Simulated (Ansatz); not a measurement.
# C3H8OSn: the cost of one run

Computed with Ansatz 0.2.0, Gaussian basis. Level: the settings change from run to run.

## 1. The geometry

The structure was relaxed beforehand with PBE0-D4 in a triple-zeta def2 set. Sn takes a core potential in def2 sets; no spin-orbit term is included.

SMILES `C[CH](C)[Sn][OH]`, 13 atoms, charge 0, spin multiplicity 1.

Atoms are counted from 1 here; the program's logs count them from 0.

Bond lengths: C1–C2 1.522 Å, C1–H6 1.098 Å, C1–H7 1.095 Å, C1–H8 1.096 Å, C2–C3 1.522 Å, C2–Sn4 2.223 Å, C2–H9 1.096 Å, C3–H10 1.095 Å, C3–H11 1.096 Å, C3–H12 1.098 Å, Sn4–O5 1.985 Å, O5–H13 0.961 Å. Angles: C2–C1–H6 111.4°, C2–C1–H7 112.6°, C2–C1–H8 111.8°, H6–C1–H7 107.0°, H6–C1–H8 106.6°, H7–C1–H8 107.1°, C1–C2–C3 111.7°, C1–C2–Sn4 110.5°, C1–C2–H9 108.9°, C3–C2–Sn4 110.7°, C3–C2–H9 108.9°, Sn4–C2–H9 106.0°, C2–C3–H10 112.6°, C2–C3–H11 111.8°, C2–C3–H12 111.4°, H10–C3–H11 107.1°, H10–C3–H12 107.0°, H11–C3–H12 106.6° and more.

## 2. HSE06/ANO-RCC-VTZP

Set apart from the defaults: multiplicity 3, D3(BJ) dispersion.

The input, in.yaml:

```yaml
crystal:
  periodic: [false, false, false]
  atoms:
    - {symbol: C, position_ang: [-0.273133, 0.074021, -1.366020]}
    - {symbol: C, position_ang: [0.701275, 0.198871, -0.203646]}
    - {symbol: C, position_ang: [0.119261, 1.025573, 0.933600]}
    - {symbol: Sn, position_ang: [1.310964, -1.812482, 0.519195]}
    - {symbol: O, position_ang: [-0.509522, -2.372397, 1.079222]}
    - {symbol: H, position_ang: [-0.577426, 1.059356, -1.742200]}
    - {symbol: H, position_ang: [0.151405, -0.474254, -2.213279]}
    - {symbol: H, position_ang: [-1.191550, -0.446966, -1.073465]}
    - {symbol: H, position_ang: [1.618712, 0.681873, -0.560198]}
    - {symbol: H, position_ang: [0.829041, 1.169073, 1.754663]}
    - {symbol: H, position_ang: [-0.775713, 0.559158, 1.360274]}
    - {symbol: H, position_ang: [-0.180927, 2.024374, 0.591036]}
    - {symbol: H, position_ang: [-1.201890, -1.720901, 0.935719]}
basis:
  gaussian: {orbitals: ANO-RCC-VTZP}
magnetization: {spin_polarized: true, initial_magnetization: 2}
hamiltonian: {xc: {name: HSE06}, dispersion: d3bj}
```

The run is started by

```
$ ansatz run in.yaml --threads 8 --pin off --events-out ev --progress --plain --max-ram 18278MiB
```

**Question.** How long does this run take on 8 threads of Arm Neoverse V1, shared host, and how much memory does it need?

About 18 s, with a peak of 2 GiB.
